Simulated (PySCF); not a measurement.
# C7H8ClF: the cost of one run

Programs: PySCF 2.14.0, with routines of our own; each step states its level. All values are computed. Atoms count from 0.

### 1 The starting structure

17 atoms, charge 0, multiplicity 1; geometry from: GFN2-xTB.

### 2 Magnetic properties: GIAO B97-2/pcSseg-1

Job settings and geometry (Å):

```
{"job": {"kind": "mag", "xc": "B97-2", "basis": "pcSseg-1", "isotopologues": 0}, "charge": 0, "multiplicity": 1}
F      4.276966     1.453018     0.201147
C      4.110289     0.097522     0.012348
C      2.709416    -0.255502    -0.070025
C      1.529668    -0.488801    -0.128136
C      0.162171    -0.818158    -0.193235
C     -0.781479     0.052105    -0.545885
C     -2.237628    -0.274946    -0.612018
C     -3.017705     0.617333     0.347223
Cl    -4.768124     0.282342     0.230895
H      4.631852    -0.157457    -0.919351
H      4.589805    -0.402627     0.863610
H     -0.085373    -1.840418     0.065335
H     -0.509636     1.068475    -0.796851
H     -2.406809    -1.322924    -0.358768
H     -2.604866    -0.103739    -1.628142
H     -2.879417     1.671593     0.106682
H     -2.726126     0.434214     1.381655
```

With the program's defaults for keys left out, this is: GIAO B97-2/pcSseg-1 magnetisability, rotational g tensor and spin-rotation constants, non-relativistic, gas phase.

Launch:

```
$ OMP_NUM_THREADS=1 python excited_run.py task.json out
```

The driver reads the jobs from task.json and runs them one after another.

**Question.** How long does this first job take on 1 thread of Arm Neoverse N1, shared host, and how much memory does it need?

About 59 s, with a peak of 0.88 GiB.
